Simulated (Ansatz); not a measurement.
# C₂H₅BOSe: a ladder of functionals and wavefunction methods

The task here is to estimate one member of a computed series from the others.

Program: Ansatz 0.2.0, Gaussian basis. Level of theory: functionals in def2-TZVPP, the program's frozen cores in correlated methods. These are calculated values, not measurements.

Plan: PBE-D4, r2SCAN-D4, PBE0-D4, B3LYP-D4, ωB97X-V, ωB97M-V, B2PLYP; CCSD(T)/def2-TZVPP; MP2/def2-QZVPP; extrapolation to the limit.

## Structure used throughout

All runs share one geometry, relaxed beforehand with PBE0-D4 in a triple-zeta def2 set.

SMILES `CB(O)C=[Se]`, 10 atoms, charge 0, spin multiplicity 1.

Atoms are counted from 1 here; the program's logs count them from 0.

Bond lengths: C1–B2 1.561 Å, C1–H6 1.090 Å, C1–H7 1.096 Å, C1–H8 1.096 Å, B2–O3 1.347 Å, B2–C4 1.591 Å, O3–H9 0.973 Å, C4–Se5 1.757 Å, C4–H10 1.090 Å. Angles: B2–C1–H6 113.0°, B2–C1–H7 110.3°, B2–C1–H8 110.6°, H6–C1–H7 108.5°, H6–C1–H8 108.7°, H7–C1–H8 105.5°, C1–B2–O3 120.9°, C1–B2–C4 121.1°, O3–B2–C4 118.1°, B2–O3–H9 110.5°, B2–C4–Se5 122.1°, B2–C4–H10 120.6°, Se5–C4–H10 117.3°.

Set-up of the first run:

in.yaml

```yaml
crystal:
  periodic: [false, false, false]
  atoms:
    - {symbol: C, position_ang: [-0.242415, -0.662977, 1.271663]}
    - {symbol: B, position_ang: [0.147114, 0.283193, 0.092660]}
    - {symbol: O, position_ang: [0.726318, 1.476879, 0.326528]}
    - {symbol: C, position_ang: [-0.123829, -0.134193, -1.418793]}
    - {symbol: Se, position_ang: [0.303283, 0.909537, -2.765979]}
    - {symbol: H, position_ang: [-0.021501, -0.237620, 2.251180]}
    - {symbol: H, position_ang: [0.285358, -1.619613, 1.181269]}
    - {symbol: H, position_ang: [-1.308677, -0.912598, 1.230345]}
    - {symbol: H, position_ang: [0.905823, 1.937602, -0.511203]}
    - {symbol: H, position_ang: [-0.588274, -1.091509, -1.654771]}
basis:
  gaussian: {orbitals: def2-TZVPP}
hamiltonian: {xc: pbe, dispersion: d4}
output: {forces: true, orbitals: {seedname: orbitals}}
```

On the command line:

```
ansatz run in.yaml --threads 4 --pin off --events-out ev --progress --plain --max-ram 10444MiB
```

Steps of the session up to this table: PBE-D4 (GGA); r2SCAN-D4 (meta-GGA); PBE0-D4 (hybrid); B3LYP-D4 (hybrid); ωB97X-V (range-separated); ωB97M-V (range-separated); B2PLYP (double hybrid); CCSD(T) in def2-TZVPP; MP2 in def2-QZVPP.

One table of the session follows, with a row left open; its other results are not shown here.

It belongs to the step «Atomisation energies». 

| method | atomisation energy (kJ/mol) |
| --- | --- |
| PBE-D4 | 4053.2 |
| r2SCAN-D4 | 3967.9 |
| PBE0-D4 | 3963.2 |
| B3LYP-D4 | 3943.5 |
| ωB97X-V | 3934.1 |
| ωB97M-V | 3944.3 |
| B2PLYP | ? |
| HF/def2-TZVPP | 2855.4 |
| MP2/def2-TZVPP | 3933.6 |
| CCSD/def2-TZVPP | 3772.3 |
| CCSD(T)/def2-TZVPP | 3845.3 |
| MP2/CBS | 4033.5 |
| CCSD(T)/CBS | 3945.2 |

**Question.** Estimate the row for B2PLYP.

The run gave: atomisation energy (kJ/mol): 3910.2. In the column «atomisation energy (kJ/mol)» it lies between CCSD(T)/def2-TZVPP (3845.3) and MP2/def2-TZVPP (3933.6).
